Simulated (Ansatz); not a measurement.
# CH₇AsOSi: one species, many methods

One table from this session's results is given with a row withheld; the runs are named, their logs left out.

The runs use Ansatz 0.2.0, Gaussian basis; functionals in def2-TZVPP, the program's frozen cores in correlated methods.

Plan: PBE-D4, r2SCAN-D4, PBE0-D4, B3LYP-D4, ωB97X-V, ωB97M-V, B2PLYP; CCSD(T)/def2-TZVPP; MP2/def2-QZVPP; extrapolation to the limit.

### The relaxed structure

An earlier PBE0-D4 in a triple-zeta def2 set relaxation fixed the geometry.

SMILES `C[SiH2][AsH]O`, 11 atoms, charge 0, spin multiplicity 1.

Atoms are counted from 1 here; the program's logs count them from 0.

Bond lengths: C1–Si2 1.868 Å, C1–H5 1.092 Å, C1–H6 1.093 Å, C1–H7 1.092 Å, Si2–As3 2.374 Å, Si2–H8 1.488 Å, Si2–H9 1.491 Å, As3–O4 1.819 Å, As3–H10 1.533 Å, O4–H11 0.960 Å. Angles: Si2–C1–H5 110.6°, Si2–C1–H6 111.0°, Si2–C1–H7 109.6°, H5–C1–H6 108.6°, H5–C1–H7 108.2°, H6–C1–H7 108.8°, C1–Si2–As3 111.2°, C1–Si2–H8 111.1°, C1–Si2–H9 112.2°, As3–Si2–H8 107.3°, As3–Si2–H9 106.8°, H8–Si2–H9 108.1°, Si2–As3–O4 93.6°, Si2–As3–H10 91.5°, O4–As3–H10 96.6°, As3–O4–H11 107.7°.

Set-up of the first run:

in.yaml reads:

```yaml
crystal:
  periodic: [false, false, false]
  atoms:
    - {symbol: C, position_ang: [-0.476964, 1.431761, -0.205415]}
    - {symbol: Si, position_ang: [-0.070484, 0.147290, 1.088496]}
    - {symbol: As, position_ang: [0.981898, -1.745937, 0.115923]}
    - {symbol: O, position_ang: [-0.116922, -1.756063, -1.333730]}
    - {symbol: H, position_ang: [0.437440, 1.857310, -0.623840]}
    - {symbol: H, position_ang: [-1.075495, 2.240960, 0.219771]}
    - {symbol: H, position_ang: [-1.040232, 0.967061, -1.017334]}
    - {symbol: H, position_ang: [-1.302824, -0.332544, 1.771641]}
    - {symbol: H, position_ang: [0.861900, 0.671055, 2.127181]}
    - {symbol: H, position_ang: [2.079040, -0.870543, -0.500948]}
    - {symbol: H, position_ang: [-0.212059, -2.667452, -1.621043]}
basis:
  gaussian: {orbitals: def2-TZVPP}
hamiltonian: {xc: pbe, dispersion: d4}
output: {forces: true, orbitals: {seedname: orbitals}}
```

Command:

```
ansatz run in.yaml --threads 4 --pin off --events-out ev --progress --plain --max-ram 10444MiB
```

Among the steps run: PBE-D4 (GGA); r2SCAN-D4 (meta-GGA); PBE0-D4 (hybrid); B3LYP-D4 (hybrid); ωB97X-V (range-separated); ωB97M-V (range-separated); B2PLYP (double hybrid); CCSD(T) in def2-TZVPP; MP2 in def2-QZVPP.

One table of the session follows, with a row left open; its other results are not shown here.

It belongs to the step «Atomisation energies». 

| method | atomisation energy (kcal/mol) |
| --- | --- |
| PBE-D4 | 859.4 |
| r2SCAN-D4 | 852.2 |
| PBE0-D4 | 845.4 |
| B3LYP-D4 | 853.3 |
| ωB97X-V | 858.4 |
| ωB97M-V | 852.5 |
| B2PLYP | 840.5 |
| HF/def2-TZVPP | 604.3 |
| MP2/def2-TZVPP | 830.9 |
| CCSD/def2-TZVPP | 817.6 |
| CCSD(T)/def2-TZVPP | ? |
| MP2/CBS | 854.1 |
| CCSD(T)/CBS | 852.5 |

Estimate the missing values for CCSD(T)/def2-TZVPP.

The run gave: atomisation energy (kcal/mol): 829.2. In the column «atomisation energy (kcal/mol)» it lies between CCSD/def2-TZVPP (817.6) and MP2/def2-TZVPP (830.9).
